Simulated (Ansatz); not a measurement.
# Si2F3: a trial structure relaxed

The task: take a trial cell of Si2F3 to zero force and stress.

Computed with Ansatz 0.2.0 (DFT PBE, scalar-relativistic, plane waves, PAW, unless a step's input says otherwise).

1 further run of the same task is left out (it didn't finish).

**1. The system as given**

The structure is trigonal, space group R32 (No. 155). Conventional cell: a = 5.442 Å, b = 5.442 Å, c = 6.543 Å, α = 90.00°, β = 90.00°, γ = 120.00°. Si (site symmetry 3) is surrounded by 6 F at 2.15 to 2.16 Å. Around F (site symmetry 2) lie 4 Si at 2.15 to 2.16 Å and 4 F at 2.33 Å.

Structure file:

```
Si F
1.0
     2.72091    1.57092    2.18093
    -2.72091    1.57092    2.18093
     0.00000   -3.14183    2.18093
Si F
2 3
Direct
  0.25788 0.25788 0.25788
  0.74212 0.74212 0.74212
  0.24677 0.75323 0.00000
  0.00000 0.24677 0.75323
  0.75323 0.00000 0.24677
```

Recipe of the guess: species swapped into a database cell of Ni3Se2 (R32, No. 155), with F on the Ni sites and Si on the Se sites. Its size is a rough estimate.

**2. A first look at the guess**

File input.yaml:

```yaml
crystal:
  lattice:
    - [2.7209051, 1.57091529, 2.18092846]
    - [-2.7209051, 1.57091529, 2.18092846]
    - [0.0, -3.14183059, 2.18092846]
  atoms:
    - { symbol: Si, position: [0.25788435, 0.25788435, 0.25788435] }
    - { symbol: Si, position: [0.74211565, 0.74211565, 0.74211565] }
    - { symbol: F, position: [0.24677157, 0.75322843, 0.0] }
    - { symbol: F, position: [0.0, 0.24677157, 0.75322843] }
    - { symbol: F, position: [0.75322843, 0.0, 0.24677157] }
basis:
  ecutwfc: 420
kpoints:
  mp_grid: { grid: [6, 6, 6] }
hamiltonian:
  xc: pbe
scf:
  occupations: { method: gaussian, width: 0.1 }
  lower_state_search: "off"
output:
  forces: true
  stress: true
  eigenvalues: true
```

Run with:

```bash
> ansatz run input.yaml --threads 1 --pin off --max-ram 2560MiB --backend cpu --events-out ev --progress --plain --runs-dir out
```

The session goes on with these runs: spin check on a coarse mesh; rough relaxation on the coarse mesh; relaxation on the finer mesh.

Before running it: what results should come out? Wanted: conventional cell; volume; energy over the elements; gap on the mesh.

As calculated:

| quantity | value |
| --- | --- |
| symmetry at the end (tolerance 0.05 Å) | space group R32 (No. 155) |
| conventional cell | a = 7.817 Å, b = 7.817 Å, c = 6.085 Å, α = 90.00°, β = 90.00°, γ = 120.00° |
| volume | 21.47 Å³/atom |
| energy over the elements (uncorrected; H, N, O, F and Cl as molecules) | -1.28 eV/atom |
| gap on the mesh | none (metal) |

In words: The space group R32 (No. 155) is kept, and the volume per atom grows by 91.9 % from the first guess. It lies below the elements, which doesn't yet make it stable: competing phases were not computed in this session. No finished test with a distortion of lower symmetry is shown, so the end may be a saddle point. A spin-polarised run here lost its starting moments, which speaks against magnetism, though one start doesn't rule it out. Other magnetic orders were not searched.
